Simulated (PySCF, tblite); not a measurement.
# C₂H₁₀NO₂Si₂ radical: geometry, infrared bands and EPR parameters

Aim: predict the infrared bands and EPR parameters of C₂H₁₀NO₂Si₂ radical (`CN(C)[Si@@H]([O])O[SiH3]`).

Programs: tblite 0.8.0 and PySCF 2.14.0, with density-fitted response routines of our own. Each step states its level of theory. These are calculated values for one molecule in the gas phase, unless marked as measured. Atoms count from 0, in the outputs and in this text.

## 1. The molecule as given

17 atoms, charge 0, multiplicity 2; geometry from: force field or distance geometry start.

Bonds of the start (Å): C0–N1 1.43, N1–C2 1.44, N1–Si3 1.80, Si3–O4 1.74, Si3–O5 1.70, O5–Si6 1.70, C0–H7 1.11, C0–H8 1.09, C0–H9 1.13, C2–H10 1.10, C2–H11 1.13, C2–H12 1.10, Si3–H13 1.46, Si6–H14 1.46, Si6–H15 1.48, Si6–H16 1.47.

## 2. Relaxing the molecule with GFN2-xTB

Job settings and geometry (Å):

```
{"job": {"kind": "relax", "xc": "GFN2-xTB", "basis": "xTB"}, "charge": 0, "multiplicity": 2}
C     -0.877900     1.146300    -0.575700
N     -0.737800    -0.264400    -0.384300
C     -1.979900    -0.984600    -0.321400
Si     0.259800    -0.674200     1.051200
O     -0.337800    -2.203600     1.628300
O      1.892100    -0.924700     0.647100
Si     2.628800     0.379500    -0.161000
H     -0.209400     1.722200     0.104400
H     -0.594500     1.361000    -1.607100
H     -1.933400     1.514600    -0.398000
H     -2.156500    -1.342500     0.706200
H     -2.860500    -0.356300    -0.643200
H     -1.902900    -1.846500    -1.005300
H      0.074800     0.271000     2.154100
H      1.761300     1.084000    -1.103500
H      3.764600    -0.192800    -0.916600
H      3.202300     1.323100     0.814800
```

Command:

```console
> OMP_NUM_THREADS=1 python probes_run.py task.json out
```

One launch serves the whole session: the jobs run in the order shown.

**Question.** This job is followed by: GFN2-xTB harmonic vibrations, gas phase; UKS B3LYP, pcH-1 on C H N O Si, non-relativistic, mean-field spin-orbit, GIAO. Predict these results of the whole session: strongest single infrared mode (GFN2-xTB); zero-point energy (GFN2-xTB); g(iso) (B3LYP); ⟨S²⟩; largest a(iso) (averaged by class); potential on the surface of density 0.002 e/bohr³, 1st and 99th percentile.

The runs gave:

| quantity | value |
| --- | --- |
| strongest single infrared mode (GFN2-xTB) | 826 cm⁻¹, 381 km/mol |
| zero-point energy (GFN2-xTB) | 74.7 kcal/mol |
| g(iso) (B3LYP) | 2.00476 |
| ⟨S²⟩ | 0.755 (exact 0.75) |
| largest a(iso) (averaged by class) | 1H on H13, 245.3 MHz |
| potential on the surface of density 0.002 e/bohr³, 1st and 99th percentile | -2.95 V and 1.79 V |

What this shows: Relaxing lowered the energy by 2.025 eV in 214 steps; the close pair that moved most is Si3–O4, from 1.740 to 1.519 Å. All 45 modes are real, so the xTB geometry is a minimum. The strongest single mode, at 826 cm⁻¹, moves mainly H16, H14 and H15. GFN2-xTB is a fitted tight-binding method: band positions and strengths are rough. Its intensities can rank the bands wrongly. Most of the unpaired spin sits on N1 (0.73 e). The isotropic g lies 2.4 ppt above the free-electron value. These values are for one conformer; the search (at its own cheap level) found 2 more, at 0.60, 0.63 kcal/mol, and measured spectra average over such forms.
